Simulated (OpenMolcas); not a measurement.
**Fe: CASSCF terms and fine-structure levels**

Which level of Fe lies lowest, and where do the others fall? The reference wave functions come first, then spin-orbit coupling.

Method: state-averaged CASSCF, spin-orbit coupling by RASSI with atomic mean-field integrals. Code: OpenMolcas 26.06.

### Step 1. The system

```
Species                           : Fe (iron, Z = 26, 26 electrons)
Basis                             : ANO-R0 [4s2p1d], 15 functions
Scalar Hamiltonian                : X2C, finite nucleus
Inactive shells                   : 1s 2s 2p 3s 3p
Active space                      : 8 electrons in 6 orbitals (3d 4s)
Some configurations of this space : 3d⁶ 4s², 3d⁷ 4s, 3d⁸
Orbitals                          : optimised for the ground-state spin in each parity, averaged over the low roots
```

The outer shells:

3d6 4s2
```
3d [↑↓][↑ ][↑ ][↑ ][↑ ]
4s [↑↓]
```

3d7 4s
```
3d [↑↓][↑↓][↑ ][↑ ][↑ ]
4s [↑ ]
```

3d8
```
3d [↑↓][↑↓][↑↓][↑ ][↑ ]
```

The work runs as a chain of OpenMolcas steps in one folder; each step below is one input file. Labels, J, g values, rates, χT and fits are worked out afterwards by a script from the matrices that RASSI stores.

### Step 2. One- and two-electron integrals

The input, a.inp:

```
&GATEWAY
Coord
1

Fe 0.0 0.0 0.0
Basis=ANO-R0
Group=XYZ
NoMove
AngMom=0.0 0.0 0.0
AMFI
&SEWARD
```

Command:

```console
$ OMP_NUM_THREADS=1 MOLCAS_MEM=2252 MOLCAS_PROJECT=a pymolcas a.inp > a.log
```

### Step 3. Reference wave functions, quintets of even parity, 12 roots

The input, a.inp:

```
&RASSCF
FileOrb=start.orb
Symmetry=1
Spin=5
nActEl=8 0 0
Inactive=3 6
Ras2=6 0
CIRoot=12 12 1
SDav=15
CIMx=300
Iter=120 100
PrWF=0.3
OrbListing=Nothing
MaxOrb=0
Atom
>>> COPY $Project.JobIph JOB001
```

start.orb holds the contracted functions of the basis, ordered by shell, or the orbitals of the step before.

### Step 4. Reference wave functions, triplets of even parity, 105 roots

The input, a.inp:

```
&RASSCF
FileOrb=start.orb
Symmetry=1
Spin=3
nActEl=8 0 0
Inactive=3 6
Ras2=6 0
CIRoot=105 105 1
SDav=105
CIMx=300
Iter=120 100
PrWF=0.3
OrbListing=Nothing
MaxOrb=0
Atom
CIOnly
>>> COPY $Project.JobIph JOB002
```

### Step 5. Reference wave functions, singlets of even parity, 105 roots

Edit a.inp of step 4 so:

```diff
@@ -3,3 +3,3 @@
 Symmetry=1
-Spin=3
+Spin=1
 nActEl=8 0 0
@@ -16,2 +16,2 @@
 CIOnly
->>> COPY $Project.JobIph JOB002
+>>> COPY $Project.JobIph JOB003
```

### Step 6. RASSI: spin-orbit coupling between the states

The input, a.inp:

```
&RASSI
NrOfJobIphs=3 12 35 23
1 2 3 4 5 6 7 8 9 10 11 12
1 2 3 4 5 6 7 8 9 10 11 12 13 14 15 16 17 18 19 20 21 22 23 24 25 26 27
28 29 30 31 32 33 34 35
1 2 3 4 5 6 7 8 9 10 11 12 13 14 15 16 17 18 19 20 21 22 23
IphNames
JOB001
JOB002
JOB003
EJob
SpinOrbit
DIPRint=1.0
SOCoupling=1000.0
Subsets=2
MEES
Property=10
'ANGMOM' 1 'ANGMOM' 2 'ANGMOM' 3 'MLTPL  1' 1 'MLTPL  1' 2 'MLTPL  1' 3
'AMFI' 1 'AMFI' 2 'AMFI' 3 'MLTPL  2' 6
SOProperty=3
'ANGMOM' 1 'ANGMOM' 2 'ANGMOM' 3
```

(Steps that only read results are left out.)

Before running it: what results should come out? Wanted: lowest level; first excited level; lowest level of another term; spin-orbit lowering of the lowest level; strongest of the lines computed, by gA.

The runs gave:

```
                                                                                   quantity                                                  value
                                                                                     method                                                 CASSCF
                                                                               lowest level             3d⁶ 4s² ⁵D₄, 100 % of that term, g = 1.501
                                                                ground level listed by NIST                                                    5D4
                                                                        first excited level                                3d⁶ 4s² ⁵D₃ at 413 cm⁻¹
                                                               lowest level of another term                              3d⁶ 4s² ³H₆ at 21536 cm⁻¹
                                                    spin-orbit lowering of the lowest level                                               426 cm⁻¹
strongest of the lines computed, by gA (one parity, so forbidden lines), at CASSCF energies  3d⁶ 4s² ³F₄ → 3d⁶ 4s² ⁵D₄, 405.4 nm, A = 4.76e-01 s⁻¹
```

The multiplet ⁵D is inverted; its intervals divided by the larger J differ by 9 % of their mean, where Landé's rule for pure LS coupling makes them equal. The computed levels miss the measured ones by 2800 cm⁻¹ on average. Only the configurations of the active space and the roots asked for are present. The triplets, singlets rest on orbitals optimised for another spin in at least one step, which raises them against the optimised states. Not all states of the active space went into the spin-orbit step. Configurations with different d counts are hard to place against each other, and can be off by thousands to tens of thousands of cm-1. Levels of other configurations are missing from the list.
